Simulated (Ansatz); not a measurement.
Which YAML input does this script hand to the engine? (the Python package of Ansatz (0.2.0))

Interactive session:
```pycon
>>> from dataclasses import dataclass
>>> from pathlib import Path
>>> import json
>>> import ansatz as az
>>> from ase import Atoms
>>> import numpy as np
>>> import pandas as pd
>>> @dataclass
... class Options:
...     basis_set: str = '6-31G*'
...     xc: str = 'pbe'
...     charge: int = -1
...
>>> settings = Options()
>>> atoms = Atoms(['B', 'O', 'Si', 'F', 'H', 'H', 'H', 'H', 'H'], positions=[
...     [-1.2765, -0.0235, -0.3284],
...     [-0.0696, 0.7563, -0.684],
...     [1.2677, 0.11, 0.1979],
...     [1.0916, 0.4502, 1.8412],
...     [-1.5242, 0.0696, 0.8369],
...     [-2.2048, 0.4201, -0.9283],
...     [-1.1587, -1.1697, -0.6451],
...     [2.508, 0.7323, -0.288],
...     [1.3663, -1.3452, -0.0021],
... ])
>>> system = az.Crystal.molecule_from_ase(atoms)
>>> job = (
...     system.calculation()
...     .basis(gaussian=settings.basis_set)  # atom-centred Gaussian functions
...     .functional(settings.xc)
...     .charge(settings.charge)
...     .forces()
...     .orbitals()
... )
>>> res = job.run(runs_dir='out')

>>> summary = res.report
>>> summary['free_energy_ev']
-13391.708481722717
>>> summary['converged'], summary['free_energy_ev']
(True, -13391.708481722717)
>>> sorted(key for key in summary if key.endswith('_ev'))
['free_energy_ev', 'reference_energy_ev']
>>> for key in ('converged', 'free_energy_ev', 'reference_energy_ev', 'n_frozen', 'n_occupied', 'n_virtual'):
...     print(f'{key:22s} {summary[key]}')
...
converged              True
free_energy_ev         -13391.708481722717
reference_energy_ev    -13391.708481722717
n_frozen               0
n_occupied             [21, 21]
n_virtual              [53, 53]
>>> state = summary['mean_field']['state']
>>> print(f'mean field: {state["energy"]["hartree"]:.7f} Ha, <S^2> = {abs(state["spin_squared"]):.4f}, stability: {state.get("stability", {}).get("kind")}')
mean field: -492.1362095 Ha, <S^2> = 0.0000, stability: minimum
>>> symbols = [site.symbol for site in system.cartesian_sites]
>>> forces = np.array(summary['forces_ev_ang'])
>>> print('largest force', round(float(np.linalg.norm(forces, axis=1).max()), 4), 'eV/A, rms', round(float(np.sqrt((forces ** 2).mean())), 4))
largest force 4.1063 eV/A, rms 1.2315
>>> charges = summary['charge_distribution']
>>> table = pd.DataFrame({'atom': symbols, 'mulliken': charges['mulliken_charges_e'], 'lowdin': charges['lowdin_charges_e']})
>>> table.round(3)
  atom  mulliken  lowdin
0    B    -0.020  -0.624
1    O    -0.519  -0.147
2   Si     0.620   0.285
3    F    -0.371  -0.178
4    H    -0.149  -0.034
5    H    -0.163  -0.055
6    H    -0.166  -0.039
7    H    -0.126  -0.112
8    H    -0.106  -0.096
>>> print('dipole (e A):', np.round(charges['dipole_moment_e_ang'], 4) + 0.0)
dipole (e A): [1.2671 0.053  0.3497]
>>> lines = Path(summary['orbitals_path']).read_text().splitlines()
>>> field_of = lambda key: [line.split('=')[1].strip() for line in lines if line.startswith(key)]
>>> orbitals = [(27.211386 * float(e), s, float(n)) for e, s, n in zip(field_of('Ene='), field_of('Spin='), field_of('Occup='))]
>>> homo = max(e for e, _, n in orbitals if n > 0.5)
>>> lumo = min(e for e, _, n in orbitals if n < 0.5)
>>> for e, spin, n in sorted(orbitals):
...     if homo - 6 < e < lumo + 5:
...         print(f'{spin:6s} {e:10.3f} eV  occupation {n:.0f}')
...
Alpha      -5.161 eV  occupation 2
Alpha      -4.830 eV  occupation 2
Alpha      -3.676 eV  occupation 2
Alpha      -3.317 eV  occupation 2
Alpha      -2.486 eV  occupation 2
Alpha      -2.222 eV  occupation 2
Alpha       0.044 eV  occupation 2
Alpha       0.363 eV  occupation 2
Alpha       4.502 eV  occupation 0
Alpha       5.341 eV  occupation 0
Alpha       7.083 eV  occupation 0
Alpha       7.421 eV  occupation 0
Alpha       8.327 eV  occupation 0
Alpha       9.195 eV  occupation 0
>>> with open('bfh5osi.json', 'w') as handle:
...     json.dump({k: summary[k] for k in ('free_energy_ev', 'reference_energy_ev', 'n_occupied', 'n_virtual')}, handle, indent=1)
...
```

`input.yaml`:
```yaml
crystal:
  periodic: [false, false, false]
  atoms:
    - { symbol: B, position_ang: [-1.2765, -0.0235, -0.3284] }
    - { symbol: O, position_ang: [-0.0696, 0.7563, -0.684] }
    - { symbol: Si, position_ang: [1.2677, 0.11, 0.1979] }
    - { symbol: F, position_ang: [1.0916, 0.4502, 1.8412] }
    - { symbol: H, position_ang: [-1.5242, 0.0696, 0.8369] }
    - { symbol: H, position_ang: [-2.2048, 0.4201, -0.9283] }
    - { symbol: H, position_ang: [-1.1587, -1.1697, -0.6451] }
    - { symbol: H, position_ang: [2.508, 0.7323, -0.288] }
    - { symbol: H, position_ang: [1.3663, -1.3452, -0.0021] }
basis:
  gaussian:
    orbitals: "6-31G*"
hamiltonian:
  xc: pbe
total_charge: -1.0
output:
  orbitals: {}
  forces: true
```

Notes:
- The settings weren't tested for convergence.
- The geometry is a force-field or estimated start, not a minimum of this method, and the basis set is short of its limit.
- The Löwdin charges here are taken after orthogonalising the functions within each atom; they differ from plain Löwdin charges, and their signs can be unphysical.
- An ion's dipole depends on the origin; the program takes it about the centre of nuclear charge.
- Alpha marks a spatial orbital of a restricted run, filled by both spins.
- Levels such as HOMO and LUMO are orbital energies: with these approximate functionals they aren't the ionisation energy and electron affinity, and their gap isn't the fundamental gap.
- Anions want diffuse functions, which this basis lacks.
- Run time: 1.6 s on 1 thread of Intel(R) Xeon(R) 6975P-C (Granite Rapids), with other jobs on the host, peak memory 0.22 GiB.

(Lines on the test bed's own set-up are left out of the output.)
